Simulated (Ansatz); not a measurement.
# LaP: a single-point run

Wanted: a converged single-point run for LaP, and a check of what comes out. The structure is shown as the input types it. The cell is built on a prototype (CsCl type) and needn't be the phase found in nature.

Computed with Ansatz 0.2.0 (density functional or hybrid calculation with the settings of its input, plane waves (as first typed), unless a step's input says otherwise).

4 further runs of the same task are left out: 1 for a known fault of the program, 3 that didn't finish.

## (1) The system as given

It takes space group Pm-3m (No. 221, cubic). The conventional cell has a = 3.650 Å, b = 3.650 Å, c = 3.650 Å, α = 90.00°, β = 90.00°, γ = 90.00°. La (site symmetry m-3m) has 8 P at 3.16 Å as nearest neighbours. P (site symmetry m-3m) is surrounded by 8 La at 3.16 Å.

Coordinates:

```cif
data_structure
_symmetry_space_group_name_H-M 'Pm-3m'
_symmetry_Int_Tables_number 221
_cell_length_a 3.6497
_cell_length_b 3.6497
_cell_length_c 3.6497
_cell_angle_alpha 90.000
_cell_angle_beta 90.000
_cell_angle_gamma 90.000
_cell_volume 48.61
loop_
_atom_site_label
_atom_site_type_symbol
_atom_site_symmetry_multiplicity
_atom_site_Wyckoff_symbol
_atom_site_fract_x
_atom_site_fract_y
_atom_site_fract_z
_atom_site_occupancy
La1 La 1 a 0.00000 0.00000 0.00000 1
P1 P 1 b 0.50000 0.50000 0.50000 1
```

## (2) Running it

input.yaml reads:

```yaml
crystal:
  lattice:
    - [3.6496601442, 0.0, 0.0]
    - [0.0, 3.6496601442, 0.0]
    - [0.0, 0.0, 3.6496601442]
  atoms:
    - { symbol: La, position: [0.0, 0.0, 0.0] }
    - { symbol: P, position: [0.5, 0.5, 0.5] }
kpoints:
  mp_grid: { grid: [6, 6, 6] }
hamiltonian:
  xc: pbesol
scf:
  occupations: { method: fermi_dirac, width: 0.02 }
  n_extra_bands: 4
  max_iter: 58
output:
  forces: true
  stress: true
  eigenvalues: true
basis:
  ecutwfc: 40
```

Command:

```bash
$ ansatz run input.yaml --threads 4 --pin off --max-ram 3686MiB --backend cpu --events-out ev --progress --plain --runs-dir out
```

What happens when this is run?

This run ends as converged, with warnings (cutoff below recommended). It gives a pressure of -293 GPa, which is large.

Look at the input: basis.ecutwfc is 40. The basis cutoff is far too low: the plane waves can't represent the orbitals near the cores. The potentials' recommended cutoff is 420 eV.

The test: delete basis.ecutwfc (the default then holds).
